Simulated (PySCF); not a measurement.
# La(OH)3(NH3): other functionals and bases at one geometry

The task here is to estimate one member of a computed series from the others.

The runs use PySCF 2.14.0; several levels, as the steps say, no spin–orbit coupling.

1 further run of the same task is left out (for a known fault of the program).

## The system as given

11 atoms, charge 0, spin multiplicity 1.

Bond lengths: La1–O2 2.190 Å, La1–O4 2.191 Å, La1–O6 2.190 Å, La1–N8 2.711 Å, O2–H3 0.957 Å, O4–H5 0.958 Å, O6–H7 0.957 Å, N8–H9 1.021 Å, N8–H10 1.021 Å, N8–H11 1.021 Å. Angles: O2–La1–O4 118.8°, O2–La1–O6 118.5°, O2–La1–N8 97.0°, O4–La1–O6 118.7°, O4–La1–N8 96.0°, O6–La1–N8 97.1°, La1–O2–H3 174.6°, La1–O4–H5 173.7°, La1–O6–H7 174.5°, La1–N8–H9 111.7°, La1–N8–H10 112.9°, La1–N8–H11 111.8°, H9–N8–H10 106.7°, H9–N8–H11 106.6°, H10–N8–H11 106.7°.

As a file:

```mol
H6LaNO3
  3D, bonds by distance, orders not assigned

 11 10  0  0  0  0  0  0  0  0999 V2000
    0.1917   -0.2292    0.2836 La  0  0
    1.2821    1.3831    1.2868 O   0  0
    1.7894    2.0254    1.7837 H   0  0
   -1.4880   -1.1744    1.3254 O   0  0
   -2.1534   -1.6579    1.8157 H   0  0
    1.2051   -1.3441   -1.3053 O   0  0
    1.7077   -1.8604   -1.9355 H   0  0
   -1.3230    1.3438   -1.3228 N   0  0
   -1.9329    1.9587   -0.7828 H   0  0
   -0.7657    1.9447   -1.9311 H   0  0
   -1.9291    0.7924   -1.9314 H   0  0
  1  2  8  0
  1  4  8  0
  1  6  8  0
  1  8  8  0
  2  3  8  0
  4  5  8  0
  6  7  8  0
  8  9  8  0
  8 10  8  0
  8 11  8  0
M  END
```

Formal oxidation states: La +3. The 4f shell is empty and lies in the core potential. An earlier session relaxed this geometry at PBE0, La lcecp-1-SVP with ECP46, O def2-SVP, H def2-SVP, N def2-SVP (singlet, point group C1).

At PBE0 on the finer grid: E = -315.296791 Eh, HOMO -6.91 eV, LUMO -0.38 eV, Mulliken charge on La1 +1.05 e, largest force component 0.013 eV/Å. The large-core potential holds the 4f shell empty.

Levels to run: r2SCAN; TPSS; PBE0, TZVP. Hardware: 2 threads of Arm Neoverse V2, shared host.

Set-up of the first run:

Input file run.py (the lines that set the calculation):

```python
mol = gto.M(atom='''
La     0.19168    -0.22921     0.28361
O      1.28209     1.38313     1.28684
H      1.78936     2.02536     1.78372
O     -1.48804    -1.17439     1.32540
H     -2.15343    -1.65790     1.81570
O      1.20510    -1.34412    -1.30529
H      1.70766    -1.86038    -1.93546
N     -1.32300     1.34379    -1.32284
H     -1.93291     1.95873    -0.78280
H     -0.76572     1.94467    -1.93106
H     -1.92909     0.79239    -1.93140''',
    basis={'La': 'lcecp-1-SVP', 'O': 'def2-SVP', 'H': 'def2-SVP', 'N': 'def2-SVP'},
    ecp={'La': 'lcecp-1-SVP'},
    charge=0, spin=0)
mf = dft.RKS(mol, xc='R2SCAN')
mf.grids.atom_grid = (75, 302)  # f atoms: unpruned, at least (60, 302)
mf = mf.density_fit()  # fitting sets: La AutoAux, O def2-universal-JKFIT, H def2-universal-JKFIT, N def2-universal-JKFIT
mf.conv_tol = 1e-08; mf.max_cycle = 55
mf.kernel(dm0)  # dm0: the density of the relaxed state
```

Command:

```
$ OMP_NUM_THREADS=2 python run.py
```

Among the steps run: r2SCAN; TPSS; PBE0, TZVP.

One of the session's tables, all rows but one given; the rest of the session is left out.

```
              level  HOMO (eV)  gap (eV)  charge on La1 (e)  dipole (D)  largest force component (eV/Å)
PBE0 (relaxed here)      -6.91      6.53               1.05        4.20                            0.01
             r2SCAN      -5.59      5.13               1.01        4.16                            0.11
               TPSS      -5.32      4.50               0.92        4.13                            0.37
         PBE0, TZVP          ?         ?                  ?           ?                               ?
```

Estimate the missing values for PBE0, TZVP.

The run gave: HOMO (eV): -7.19; gap (eV): 6.64; charge on La1 (e): 1.60; dipole (D): 4.20; largest force component (eV/Å): 0.23. In the column «HOMO (eV)» it is the lowest.

In one basis the HOMO–LUMO gap runs from 4.50 eV (TPSS) to 6.53 eV (PBE0). The largest leftover force, 0.37 eV/Å with TPSS, stands at a geometry relaxed at another level. With 4f in the core, its levels are missing from HOMO and gap, and its count is fixed, so no charge can pass from the ligands into it. Total energies of different levels can't be compared.
